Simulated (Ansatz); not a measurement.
# AlGeF (quintet): the correlation ladder, cc-pVDZ

One table from this session's results is given with a row withheld; the runs are named, their logs left out.

Method: cc-pVDZ, core rule «outside noble gas», up to 20 orbitals frozen; program: Ansatz 0.2.0, Gaussian basis.

To be run: UHF; CCSD(T) on ROHF; CCSD(T) on UHF; BCCD(T) on ROHF; CISD as a restricted active space (open shells left free, so some higher excitations enter); CCSDT(Q) on ROHF; CCSDT(Q) on UHF.

37 further runs of the same task are left out: 10 for a known fault of the program, 13 that didn't finish, 14 set aside as unsound or not needed. Runs told in other sessions of the task aren't counted.

### The system

The geometry is a PBE0/def2-TZVP stationary point (not a proven minimum) of the parent state, kept for this charge and spin. No spin-orbit coupling is included. The filled d shell of Ge may be among the frozen orbitals whatever the setting's name suggests.

3 atoms, charge 0, spin multiplicity 5.

Atoms are counted from 1 here; the program's logs count them from 0.

Bond lengths: F1–Al2 1.648 Å, Al2–Ge3 2.413 Å. Angles: F1–Al2–Ge3 180.0°.

The first run:

The input, in.yaml:

```yaml
crystal:
  periodic: [false, false, false]
  atoms:
    - {symbol: F, position_ang: [0.000000, 0.000000, -1.903100]}
    - {symbol: Al, position_ang: [0.000000, 0.000000, -0.254900]}
    - {symbol: Ge, position_ang: [0.000000, 0.000000, 2.158000]}
basis:
  gaussian: {orbitals: cc-pVDZ}
magnetization: {spin_polarized: true, initial_magnetization: 4}
hamiltonian: {xc: hf}
output: {orbitals: {seedname: orbitals}}
```

On the command line:

```bash
> ansatz run in.yaml --threads 1 --pin off --events-out ev --progress --plain --max-ram 2393MiB
```

Among the steps run: UHF; CCSD(T) on ROHF; CCSD(T) on UHF; BCCD(T) on ROHF; CISD as a restricted active space (open shells left free, so some higher excitations enter); CCSDT(Q) on ROHF; CCSDT(Q) on UHF.

One of the session's tables, all rows but one given; the rest of the session is left out.

| method | from RCCSDT(Q) (meV) |
| --- | --- |
| ROHF | +8380.2 |
| UHF | +8332.6 |
| RMP2 | +734.5 |
| UMP2 | +718.6 |
| CISD | +913.1 |
| RCCSD | +258.1 |
| UCCSD | +240.9 |
| RCCSD(T) | +48.7 |
| UCCSD(T) | +31.5 |
| BCCD(T) | +45.1 |
| RCCSDT | ? |
| UCCSDT | -0.4 |
| RCCSDT(Q) | 0 |
| UCCSDT(Q) | -21.7 |

Estimate the missing values for RCCSDT.

**Answer.** from RCCSDT(Q) (meV): +16.8. In the column «from RCCSDT(Q) (meV)» it lies between RCCSDT(Q) (0) and UCCSD(T) (+31.5).

Caveats from the session: Restricted and unrestricted rows rest on different reference determinants; a gap between their highest levels can come from leftover correlation error, from unlike frozen cores or from another state.
